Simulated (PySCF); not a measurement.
# C₅H₃N₃Se: excited states, first hyperpolarisability

Aim: compute the excited states, first hyperpolarisability of C₅H₃N₃Se (`c1cc2[se]nnc2cn1`).

Programs: PySCF 2.14.0, with routines of our own; each step states its level. All values are computed. Atoms count from 0.

### Step 1. The system as given

12 atoms, charge 0, multiplicity 1; geometry from: GFN2-xTB.

### Step 2. Optimising the geometry at PBE0-D3(BJ)/def2-SVP

What the job is given:

```
{"job": {"xc": "PBE0", "basis": "def2-SVP", "d3": "d3bj", "grid": 2, "kind": "geom"}, "charge": 0, "multiplicity": 1}
C     -1.700825     0.351763    -0.460799
C     -0.576476     1.092797    -0.771349
C      0.642935     0.617924    -0.302491
Se     2.386800     1.248782    -0.454787
N      2.846271    -0.259197     0.560046
N      1.891732    -0.964747     0.869951
C      0.659490    -0.586497     0.458327
C     -0.552981    -1.239982     0.700295
N     -1.691986    -0.775616     0.249778
H     -2.678276     0.670659    -0.796297
H     -0.645332     1.999540    -1.351752
H     -0.580153    -2.156112     1.273051
```

Command:

```console
$ OMP_NUM_THREADS=1 python excited_run.py task.json out
```

This one command runs all jobs of the session in turn.

The program printed:

```text
step   0  E = -2756.86967464  max force = 0.029480
step   1  E = -2756.87316013  max force = 0.004264
step   2  E = -2756.87320124  max force = 0.001762
step   3  E = -2756.87322224  max force = 0.001332
step   4  E = -2756.87322460  max force = 0.000861
step   5  E = -2756.87323256  max force = 0.000349
optimisation converged
```

Wall time 66 s (1 thread of AMD EPYC 9R14, shared host); peak memory 0.84 GiB.

Step by step:

```csv
step,energy from step 0 (eV),largest force component (eV/Å)
0,0.0000,1.5159
1,-0.0948,0.2193
2,-0.0960,0.0906
3,-0.0965,0.0685
4,-0.0966,0.0443
5,-0.0968,0.0179
```

Distances of close pairs at the start and the end, largest changes first:

```csv
bond,before (Å),after (Å),change (Å)
Se3–N4,1.875,1.963,+0.089
N5–C6,1.353,1.379,+0.026
C2–Se3,1.861,1.845,-0.016
C7–H11,1.081,1.096,+0.015
C0–H9,1.082,1.096,+0.014
C1–H10,1.079,1.091,+0.012
C2–C6,1.425,1.414,-0.010
C1–C2,1.390,1.399,+0.009
```

The end geometry stands in the next job.

```csv
at the end point,value
point group (found at 0.08 Å tolerance),Cs
"rotational constants (GHz, main isotopes)","2.816, 0.957, 0.714"
dipole moment (D),2.68
```

### Step 3. Excited states: TDA wB97X-D/def2-TZVP

What the job is given:

```
{"job": {"kind": "states", "xc": "wB97X-D", "basis": "def2-TZVP", "tda": true, "soc": true, "nstates": 6, "ntriplets": 5, "nquad": 4}, "charge": 0, "multiplicity": 1}
C     -1.933902     0.342671    -0.585831
C     -0.813072     1.098067    -0.908075
C      0.425407     0.639091    -0.446333
Se     2.145051     1.284361    -0.615837
N      2.670302    -0.281147     0.446426
N      1.690929    -0.963018     0.741870
C      0.446147    -0.555094     0.311484
C     -0.752899    -1.232679     0.573548
N     -1.914494    -0.790040     0.132863
H     -2.919751     0.673125    -0.931260
H     -0.910466     2.010399    -1.498175
H     -0.732403    -2.157430     1.160701
```

Level: TDA wB97X-D/def2-TZVP excited states, vertical, gas phase, spin-orbit mean-field couplings.

The program printed:

```text
coarse grid: 56008 points
cycle   1  E = -2758.0985663662  dE =  1.179e+00  |g| = 5.167e-01  |ddm| = 3.552e+00
cycle   2  E = -2758.1081797591  dE = -9.613e-03  |g| = 4.933e-01  |ddm| = 9.093e-01
cycle   3  E = -2758.1537137070  dE = -4.553e-02  |g| = 1.034e-01  |ddm| = 4.196e-01
cycle   4  E = -2758.1560133371  dE = -2.300e-03  |g| = 4.112e-02  |ddm| = 1.449e-01
cycle   5  E = -2758.1563604926  dE = -3.472e-04  |g| = 1.101e-02  |ddm| = 6.601e-02
cycle   6  E = -2758.1563939222  dE = -3.343e-05  |g| = 5.949e-03  |ddm| = 2.267e-02
cycle   7  E = -2758.1564059560  dE = -1.203e-05  |g| = 2.009e-03  |ddm| = 1.209e-02
cycle   8  E = -2758.1564093570  dE = -3.401e-06  |g| = 1.017e-03  |ddm| = 7.370e-03
final grid: 118208 points
cycle   9  E = -2758.1558962266  dE = -5.247e-06  |g| = 1.288e-03  |ddm| = 1.988e-02
cycle  10  E = -2758.1558962786  dE = -5.197e-08  |g| = 1.500e-03  |ddm| = 2.356e-03
cycle  11  E = -2758.1558967553  dE = -4.767e-07  |g| = 2.909e-04  |ddm| = 1.197e-03
cycle  12  E = -2758.1558967956  dE = -4.027e-08  |g| = 1.628e-04  |ddm| = 4.473e-04
cycle  13  E = -2758.1558968144  dE = -1.883e-08  |g| = 6.701e-05  |ddm| = 3.483e-04
cycle  14  E = -2758.1558968195  dE = -5.100e-09  |g| = 3.843e-05  |ddm| = 2.222e-04
cycle  15  E = -2758.1558968207  dE = -1.159e-09  |g| = 1.310e-05  |ddm| = 1.159e-04
cycle  16  E = -2758.1558968208  dE = -9.868e-11  |g| = 5.058e-06  |ddm| = 3.739e-05
converged SCF energy = -2758.1558968208

Singlet excitations
state   eV       nm        f     d(h-e)  d(exc)  Lambda  PR(NTO)  |dmu|/D   mu/D   main configurations
  1   3.7289   332.5   0.00145   0.573   2.710   0.522   1.013    1.494    2.593   H-1->L 0.93
  2   4.2971   288.5   0.01295   0.422   3.009   0.679   1.765    0.477    2.785   H->L 0.63, H-1->L+1 0.26
  3   4.5369   273.3   0.00086   0.494   2.746   0.475   1.016    1.378    2.865   H->L+1 0.90
  4   4.7527   260.9   0.00009   1.614   3.144   0.347   1.015    4.015    4.844   H-2->L 0.80, H-2->L+2 0.12
  5   5.2438   236.4   0.06625   0.151   3.216   0.710   2.508                     H-3->L 0.34, H->L 0.18, H->L+2 0.16
  6   5.2623   235.6   0.00604   1.294   2.869   0.479   1.016                     H-2->L+2 0.83, H-2->L 0.10

Triplet excitations (Tamm-Dancoff)
state   eV     d(h-e)  d(exc)  Lambda  PR(NTO)   main configurations
  1   2.9989   0.446   2.557   0.519   1.015   H-1->L 0.87, H-1->L+3 0.11
  2   3.6201   0.807   3.048   0.672   1.193   H->L 0.89
  3   3.7736   0.247   2.726   0.744   2.132   H-3->L 0.62, H-1->L+1 0.19, H->L+2 0.10
  4   3.8882   0.623   2.682   0.693   1.625   H-1->L+1 0.72, H-3->L 0.14
  5   4.0859   0.414   2.657   0.473   1.018   H->L+1 0.87
S1 - T1 = 0.7299 eV

Spin-orbit couplings |<S|Hso|T>| (cm-1)
             T1       T2       T3       T4       T5
S0      233.450   43.599  108.924  211.503  757.693
S1        6.149  351.238   58.082  276.080    4.710
S2      463.275    0.453    5.363    8.017  380.985
S3        4.211  117.682  159.797  505.122   10.950
S4       66.728   96.487   22.149   42.142    4.696
S5       35.066    0.094    3.071    2.045  225.032
S6       33.009   55.208   37.539   28.820    1.629
T1 sublevels (cm-1): 0.000 1.104 15.382   radiative rates (1/s): 6.21 181 1.96e+04
```

Wall time 84 s (1 thread of AMD EPYC 9R14, shared host); peak memory 1.3 GiB.

From this job:

```csv
quantity,value
S1 less T1,0.73 eV
```

### Step 4. Excited states: TDDFT CAM-B3LYP/aug-cc-pVDZ

Settings changed since step 3:

```diff
@@ -1,2 +1,2 @@
-{"job": {"kind": "states", "xc": "wB97X-D", "basis": "def2-TZVP", "tda": true, "soc": true, "nstates": 6, "ntriplets": 5, "nquad": 4}, "charge": 0, "multiplicity": 1}
+{"job": {"kind": "states", "xc": "CAM-B3LYP", "basis": "aug-cc-pVDZ", "tpa": true, "nstates": 8, "nquad": 6, "ntriplets": 0}, "charge": 0, "multiplicity": 1}
 C     -1.933902     0.342671    -0.585831
```

Method: TDDFT CAM-B3LYP/aug-cc-pVDZ excited states, vertical, gas phase, two-photon moments by quadratic response.

The program printed:

```text
coarse grid: 56008 points
cycle   1  E = -2758.0112717169  dE =  1.190e+00  |g| = 4.199e-01  |ddm| = 1.469e+01
cycle   2  E = -2758.0040209357  dE =  7.251e-03  |g| = 4.862e-01  |ddm| = 2.440e+00
cycle   3  E = -2758.0582224027  dE = -5.420e-02  |g| = 9.338e-02  |ddm| = 1.354e+00
cycle   4  E = -2758.0603503011  dE = -2.128e-03  |g| = 3.637e-02  |ddm| = 4.018e-01
cycle   5  E = -2758.0606791093  dE = -3.288e-04  |g| = 1.556e-02  |ddm| = 1.487e-01
cycle   6  E = -2758.0607406436  dE = -6.153e-05  |g| = 4.690e-03  |ddm| = 6.145e-02
cycle   7  E = -2758.0607489685  dE = -8.325e-06  |g| = 1.655e-03  |ddm| = 1.822e-02
final grid: 118208 points
cycle   8  E = -2758.0607303003  dE = -1.125e-06  |g| = 2.056e-03  |ddm| = 1.712e-02
cycle   9  E = -2758.0607292939  dE =  1.006e-06  |g| = 3.115e-03  |ddm| = 1.291e-02
cycle  10  E = -2758.0607317388  dE = -2.445e-06  |g| = 3.052e-04  |ddm| = 7.997e-03
cycle  11  E = -2758.0607317934  dE = -5.467e-08  |g| = 1.874e-04  |ddm| = 1.390e-03
cycle  12  E = -2758.0607318291  dE = -3.568e-08  |g| = 1.034e-04  |ddm| = 1.699e-03
cycle  13  E = -2758.0607318326  dE = -3.434e-09  |g| = 1.670e-05  |ddm| = 4.142e-04
cycle  14  E = -2758.0607318327  dE = -1.087e-10  |g| = 6.902e-06  |ddm| = 8.369e-05
converged SCF energy = -2758.0607318327

Singlet excitations
state   eV       nm        f     d(h-e)  d(exc)  Lambda  PR(NTO)  |dmu|/D   mu/D   delta(TPA)   sigma/GM   main configurations
  1   3.6656   338.2   0.00087   0.584   2.739   0.521   1.018    1.473    2.577        0.27      0.001   H-1->L 0.93
  2   4.2414   292.3   0.01235   0.431   3.047   0.656   1.749    0.511    2.891       18.66      0.123   H->L 0.68, H-1->L+1 0.21
  3   4.4041   281.5   0.00043   0.506   2.852   0.444   1.043    1.504    2.776        0.73      0.005   H->L+1 0.86
  4   4.7622   260.4   0.00011   1.639   3.179   0.344   1.014    4.111    4.952        0.12      0.001   H-3->L 0.79, H-3->L+2 0.14
  5   5.0972   243.2   0.07413   0.229   3.222   0.690   2.526    0.675    2.585      113.73      1.083   H-2->L 0.38, H->L 0.18, H-1->L+1 0.18
  6   5.2227   237.4   0.00470   1.320   2.920   0.458   1.017    3.135    3.816        1.07      0.011   H-3->L+2 0.79, H-3->L 0.11
  7   5.4581   227.2   0.01184   0.100   3.050   0.653   2.633                                            H->L+2 0.31, H-1->L+1 0.23, H-2->L+2 0.18
  8   5.5931   221.7   0.00016   2.312   3.632   0.232   1.007                                            H-1->L+2 0.95
```

It took 68 s on 1 thread of AMD EPYC 9R14, shared host; peak memory 1.2 GiB.

### Step 5. First hyperpolarisability: quadratic response CAM-B3LYP/aug-cc-pVDZ

Settings changed since step 4:

```diff
@@ -1,2 +1,2 @@
-{"job": {"kind": "states", "xc": "CAM-B3LYP", "basis": "aug-cc-pVDZ", "tpa": true, "nstates": 8, "nquad": 6, "ntriplets": 0}, "charge": 0, "multiplicity": 1}
+{"job": {"kind": "beta", "xc": "CAM-B3LYP", "basis": "aug-cc-pVDZ"}, "charge": 0, "multiplicity": 1}
 C     -1.933902     0.342671    -0.585831
```

Method: quadratic response CAM-B3LYP/aug-cc-pVDZ first hyperpolarisability, Taylor convention, gas phase.

The program printed:

```text
coarse grid: 56008 points
cycle   1  E = -2758.0112717169  dE =  1.190e+00  |g| = 4.199e-01  |ddm| = 1.469e+01
cycle   2  E = -2758.0040209357  dE =  7.251e-03  |g| = 4.862e-01  |ddm| = 2.440e+00
cycle   3  E = -2758.0582224027  dE = -5.420e-02  |g| = 9.338e-02  |ddm| = 1.354e+00
cycle   4  E = -2758.0603503011  dE = -2.128e-03  |g| = 3.637e-02  |ddm| = 4.018e-01
cycle   5  E = -2758.0606791093  dE = -3.288e-04  |g| = 1.556e-02  |ddm| = 1.487e-01
cycle   6  E = -2758.0607406436  dE = -6.153e-05  |g| = 4.690e-03  |ddm| = 6.145e-02
cycle   7  E = -2758.0607489685  dE = -8.325e-06  |g| = 1.655e-03  |ddm| = 1.822e-02
final grid: 118208 points
cycle   8  E = -2758.0607303003  dE = -1.125e-06  |g| = 2.056e-03  |ddm| = 1.712e-02
cycle   9  E = -2758.0607292939  dE =  1.006e-06  |g| = 3.115e-03  |ddm| = 1.291e-02
cycle  10  E = -2758.0607317388  dE = -2.445e-06  |g| = 3.052e-04  |ddm| = 7.997e-03
cycle  11  E = -2758.0607317934  dE = -5.467e-08  |g| = 1.874e-04  |ddm| = 1.390e-03
cycle  12  E = -2758.0607318291  dE = -3.568e-08  |g| = 1.034e-04  |ddm| = 1.699e-03
cycle  13  E = -2758.0607318326  dE = -3.441e-09  |g| = 1.670e-05  |ddm| = 4.142e-04
cycle  14  E = -2758.0607318327  dE = -1.182e-10  |g| = 6.902e-06  |ddm| = 8.370e-05
converged SCF energy = -2758.0607318327

Lowest singlets (eV, f): 3.6656 0.0009  4.2414 0.0123  4.4041 0.0004

First hyperpolarisability (au)
process     nm      |vector|   parallel      HRS      DR
static         -      244.21     -96.51      95.62   6.191
shg       1907.0      258.03    -100.72     100.95   6.166
eope      1907.0      248.66     -97.89          -       -
shg       1064.0      294.23    -110.88     114.79   6.129
eope      1064.0      259.06    -101.02          -       -
```

It took 53 s on 1 thread of AMD EPYC 9R14, shared host; peak memory 1.2 GiB.

### Step 6. Outcome

| quantity | value |
| --- | --- |
| point group | Cs |
| rotational constants (main isotopes) | 2.82, 0.96, 0.71 GHz |
| S1 less T1 (step 3, TDA wB97X-D/def2-TZVP) | 0.73 eV |
| β vector (step 5, quadratic response CAM-B3LYP/aug-cc-pVDZ) | static 244, SHG 1907.0 nm 258, SHG 1064.0 nm 294 au |

**Reading.** Relaxing lowered the energy by 0.097 eV in 5 steps; the close pair that moved most is Se3–N4, from 1.875 to 1.963 Å. Scalar relativity is left out for the heavy atoms. In step 3, the number of triplets below S1 is 2, and the largest singlet-triplet spin-orbit coupling is S0–T5, 757.69 cm⁻¹. Steps that list no spin-orbit terms leave them out, which matters at and beside the heavy atoms. β grows from 244 au (static) to 294 au for doubling at 1064.0 nm: normal dispersion, which grows as twice the photon energy moves toward the bright states.
